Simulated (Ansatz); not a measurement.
# C₂H₈ClNOSn: up Jacob's ladder to CCSD(T)

One table from this session's results is given with a row withheld; the runs are named, their logs left out.

Method: functionals in def2-TZVPP, the program's frozen cores in correlated methods; program: Ansatz 0.2.0, Gaussian basis.

Plan: PBE-D4, r2SCAN-D4, PBE0-D4, B3LYP-D4, ωB97X-V, ωB97M-V, B2PLYP; CCSD(T)/def2-TZVPP; MP2/def2-QZVPP; extrapolation to the limit.

### The geometry

All runs share one geometry, relaxed beforehand with PBE0-D4 in a triple-zeta def2 set. Sn takes the def2 core potential; no spin-orbit term is included.

SMILES `C[O][Sn]([CH3])([NH2])[Cl]`, 14 atoms, charge 0, spin multiplicity 1.

Atoms are counted from 1 here; the program's logs count them from 0.

Bond lengths: C1–O2 1.407 Å, C1–H7 1.099 Å, C1–H8 1.097 Å, C1–H9 1.093 Å, O2–Sn3 1.952 Å, Sn3–C4 2.118 Å, Sn3–N5 2.003 Å, Sn3–Cl6 2.352 Å, C4–H10 1.089 Å, C4–H11 1.089 Å, C4–H12 1.089 Å, N5–H13 1.012 Å, N5–H14 1.013 Å. Angles: O2–C1–H7 112.3°, O2–C1–H8 112.4°, O2–C1–H9 108.0°, H7–C1–H8 108.2°, H7–C1–H9 107.7°, H8–C1–H9 108.1°, C1–O2–Sn3 121.3°, O2–Sn3–C4 114.3°, O2–Sn3–N5 101.5°, O2–Sn3–Cl6 105.5°, C4–Sn3–N5 115.2°, C4–Sn3–Cl6 107.2°, N5–Sn3–Cl6 112.9°, Sn3–C4–H10 109.1°, Sn3–C4–H11 109.1°, Sn3–C4–H12 109.3°, H10–C4–H11 110.1°, H10–C4–H12 109.8° and more.

Set-up of the first run:

The input, in.yaml:

```yaml
crystal:
  periodic: [false, false, false]
  atoms:
    - {symbol: C, position_ang: [-1.933811, 1.316790, 0.307069]}
    - {symbol: O, position_ang: [-1.212696, 0.226604, 0.828376]}
    - {symbol: Sn, position_ang: [0.251830, -0.590446, -0.170471]}
    - {symbol: C, position_ang: [1.977095, 0.626641, -0.338174]}
    - {symbol: N, position_ang: [0.511037, -2.304665, 0.833026]}
    - {symbol: Cl, position_ang: [-0.578757, -0.920696, -2.346037]}
    - {symbol: H, position_ang: [-1.317422, 2.222299, 0.223283]}
    - {symbol: H, position_ang: [-2.361445, 1.101284, -0.679566]}
    - {symbol: H, position_ang: [-2.756816, 1.536328, 0.992742]}
    - {symbol: H, position_ang: [2.338282, 0.871873, 0.659920]}
    - {symbol: H, position_ang: [1.719231, 1.536786, -0.877622]}
    - {symbol: H, position_ang: [2.747047, 0.086312, -0.887774]}
    - {symbol: H, position_ang: [0.988996, -3.023741, 0.305265]}
    - {symbol: H, position_ang: [-0.372581, -2.685360, 1.149963]}
basis:
  gaussian: {orbitals: def2-TZVPP}
hamiltonian: {xc: pbe, dispersion: d4}
output: {forces: true, orbitals: {seedname: orbitals}}
```

The run is started by

```bash
ansatz run in.yaml --threads 2 --pin off --events-out ev --progress --plain --max-ram 32768MiB --backend cuda --devices 0, --max-vram 18GiB
```

Among the steps run: PBE-D4 (GGA); r2SCAN-D4 (meta-GGA); PBE0-D4 (hybrid); B3LYP-D4 (hybrid); ωB97X-V (range-separated); ωB97M-V (range-separated); B2PLYP (double hybrid); CCSD(T) in def2-TZVPP; MP2 in def2-QZVPP.

One of the session's tables, all rows but one given; the rest of the session is left out.

It belongs to the step «Atomisation energies». 

```
            method  atomisation energy (kJ/mol)
            PBE-D4                       4981.4
         r2SCAN-D4                       4890.0
           PBE0-D4                       4883.0
          B3LYP-D4                       4882.1
           ωB97X-V                       4915.6
           ωB97M-V                       4903.0
            B2PLYP                       4829.0
     HF/def2-TZVPP                       3438.2
    MP2/def2-TZVPP                            ?
   CCSD/def2-TZVPP                       4689.6
CCSD(T)/def2-TZVPP                       4771.0
           MP2/CBS                       4986.6
       CCSD(T)/CBS                       4924.7
```

Q: Estimate the row for MP2/def2-TZVPP from the others.

**Answer.** atomisation energy (kJ/mol): 4832.9. In the column «atomisation energy (kJ/mol)» it lies between B2PLYP (4829.0) and B3LYP-D4 (4882.1).
